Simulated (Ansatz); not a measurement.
# NaF: a single-point run

The task is a single-point run on NaF. The structure is shown as the input types it.

Computed with Ansatz 0.2.0 (density functional or hybrid calculation with the settings of its input, plane waves (as first typed), unless a step's input says otherwise).

5 further runs of the same task are left out: 5 that didn't finish.

### Step 1. The system as given

The structure is cubic, space group Fm-3m (No. 225). Conventional cell: a = 4.594 Å, b = 4.594 Å, c = 4.594 Å, α = 90.00°, β = 90.00°, γ = 90.00°. Na (site symmetry m-3m) is surrounded by 6 F at 2.30 Å. F (site symmetry m-3m) has 6 Na at 2.30 Å as nearest neighbours.

Structure file:

```xyz
2
Lattice="0.0000 2.2972 2.2972 2.2972 0.0000 2.2972 2.2972 2.2972 0.0000" Properties=species:S:1:pos:R:3 pbc="T T T"
Na    0.0000    0.0000    0.0000
F     2.2972    2.2972    2.2972
```

### Step 2. The run

The input, input.yaml:

```yaml
crystal:
  lattice:
    - [0.0, 2.2972417931, 2.2972417931]
    - [2.2972417931, 0.0, 2.2972417931]
    - [2.2972417931, 2.2972417931, 0.0]
  atoms:
    - { symbol: Na, position: [0.0, 0.0, 0.0] }
    - { symbol: F, position: [0.5, 0.5, 0.5] }
kpoints:
  mp_grid: { grid: [4, 4, 4] }
hamiltonian:
  xc: hse06
scf:
  occupations: { method: fixed }
  n_extra_bands: 4
  exx: { max_outer_iter: 1 }
output:
  forces: true
  stress: true
  eigenvalues: true
```

Launch:

```bash
$ ansatz run input.yaml --threads 4 --pin off --max-ram 3686MiB --backend cpu --events-out ev --progress --plain --runs-dir out
```

Q: Will this input give a usable result? If not, why, and what should change?

The run ended at the input check. It says: «invalid value for `scf.exx.max_outer_iter`: an exchange loop that starts behind the semilocal warm-up accepts no state before cycle 2, and this deck runs one: type 2 or more, or drop the key»

Look at the input: scf.exx.max_outer_iter is 1. The cap on SCF cycles is too low for this system: the loop was cut off before the input and output densities agreed.

Fix: delete scf.exx.max_outer_iter (the default then holds).
